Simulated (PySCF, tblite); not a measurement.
**C6H3S radical: geometry, infrared bands and EPR parameters**

Aim: predict the infrared bands and EPR parameters of C6H3S radical (`C#Cc1cc[c]s1`).

Computed with tblite 0.8.0 and PySCF 2.14.0, with density-fitted response routines of our own, on a single molecule in the gas phase. Atoms count from 0, in the outputs and in this text.

## Step 1: Starting geometry

10 atoms, charge 0, multiplicity 2; geometry from: force field or distance geometry start.

Bonds of the start (Å): C0–C1 1.22, C1–C2 1.41, C2–C3 1.38, C3–C4 1.42, C4–C5 1.37, C5–S6 1.70, S6–C2 1.72, C0–H7 1.06, C3–H8 1.10, C4–H9 1.08.

## Step 2: Relaxing the molecule with GFN2-xTB

The job: settings as JSON, then the geometry in Å.

```
{"job": {"kind": "relax", "xc": "GFN2-xTB", "basis": "xTB"}, "charge": 0, "multiplicity": 2}
C      2.848500     0.111300     0.304000
C      1.640000     0.221600     0.242500
C      0.234700     0.335100     0.193200
C     -0.667600    -0.686400     0.393400
C     -2.024700    -0.270700     0.279800
C     -2.097400     1.064500    -0.034200
S     -0.577000     1.812600    -0.166800
H      3.906500     0.031800     0.355000
H     -0.358800    -1.710100     0.640000
H     -2.895400    -0.905100     0.399300
```

Started as:

```bash
OMP_NUM_THREADS=1 python probes_run.py task.json out
```

The driver reads the jobs from task.json and runs them one after another.

**Question.** This job is followed by: GFN2-xTB harmonic vibrations, gas phase; UKS B3LYP, pcH-1 on C H S, non-relativistic, mean-field spin-orbit, GIAO. What will the session give for the following? strongest single infrared mode (GFN2-xTB); zero-point energy (GFN2-xTB); g(iso) (B3LYP); ⟨S²⟩; largest a(iso); potential on the surface of density 0.002 e/bohr³, 1st and 99th percentile.

As calculated:

```
                                                                  quantity                 value
                                 strongest single infrared mode (GFN2-xTB)   847 cm⁻¹, 39 km/mol
                                              zero-point energy (GFN2-xTB)         38.3 kcal/mol
                                                            g(iso) (B3LYP)               2.00138
                                                                      ⟨S²⟩    0.761 (exact 0.75)
                                                            largest a(iso)  13C on C5, 517.3 MHz
potential on the surface of density 0.002 e/bohr³, 1st and 99th percentile    -0.67 V and 1.52 V
```

Relaxing lowered the energy by 0.082 eV in 25 steps; the close pair that moved most is C2–S6, from 1.724 to 1.762 Å. All 24 modes are real, so the xTB geometry is a minimum. The strongest single mode, at 847 cm⁻¹, moves mainly C5. Unscaled tight-binding wavenumbers are off by several per cent, some by more. Its intensities can rank the bands wrongly. C5 carries the largest spin population, 0.98 e. The isotropic g lies 0.9 ppt below the free-electron value. The conformer search found further structures of the same energy, which may be mirror or relabelled copies of this one.
